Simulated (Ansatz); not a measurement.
# CH5BClN: the cost of one run

Program: Ansatz 0.2.0. Level of theory: RKS CAM-B3LYP/def2-SVP. These are calculated values, not measurements.

### Step 1. The structure to begin with

Bond lengths: C1–N2 1.425 Å, N2–B3 1.524 Å, B3–Cl4 1.761 Å, C1–H5 1.122 Å, C1–H6 1.186 Å, C1–H7 1.121 Å, N2–H8 1.006 Å, B3–H9 1.239 Å. Angles: C1–N2–B3 110.9°, C1–N2–H8 108.9°, B3–N2–H8 107.8°, N2–C1–H5 112.0°, N2–C1–H6 110.5°, N2–C1–H7 114.2°, H5–C1–H6 104.1°, H5–C1–H7 108.9°, H6–C1–H7 106.5°, N2–B3–Cl4 123.1°, N2–B3–H9 119.5°, Cl4–B3–H9 117.3°.

Coordinates:

```xyz
9

C     0.3969    0.4811   -0.9137
N     0.2175   -0.7457   -0.2104
B    -0.1451   -0.4896    1.2477
Cl   -1.6580    0.2615    1.7456
H     0.6127    0.3139   -2.0024
H    -0.6081    1.1116   -0.9115
H     1.1908    1.1454   -0.4839
H    -0.5409   -1.2551   -0.6313
H     0.6227   -0.8695    2.1427
```

### Step 2. Relaxing end A

The input, input.yaml:

```yaml
crystal:
  periodic: [false, false, false]
  atoms:
    - { symbol: C, position_ang: [0.3969, 0.4811, -0.9137] }
    - { symbol: "N", position_ang: [0.2175, -0.7457, -0.2104] }
    - { symbol: B, position_ang: [-0.1451, -0.4896, 1.2477] }
    - { symbol: Cl, position_ang: [-1.658, 0.2615, 1.7456] }
    - { symbol: H, position_ang: [0.6127, 0.3139, -2.0024] }
    - { symbol: H, position_ang: [-0.6081, 1.1116, -0.9115] }
    - { symbol: H, position_ang: [1.1908, 1.1454, -0.4839] }
    - { symbol: H, position_ang: [-0.5409, -1.2551, -0.6313] }
    - { symbol: H, position_ang: [0.6227, -0.8695, 2.1427] }
basis:
  gaussian: { orbitals: def2-SVP }
hamiltonian:
  xc: cam_b3lyp
relax:
  f_tol: 0.02
  max_steps: 50
```

Command:

```bash
$ ansatz run input.yaml --threads 2 --pin off --max-ram 3072MiB --backend cpu --events-out ev --progress --plain --runs-dir out
```

Q: Estimate wall time and peak memory on 2 threads of Arm Neoverse V1, shared host.

About 28 s, with a peak of 0.18 GiB.
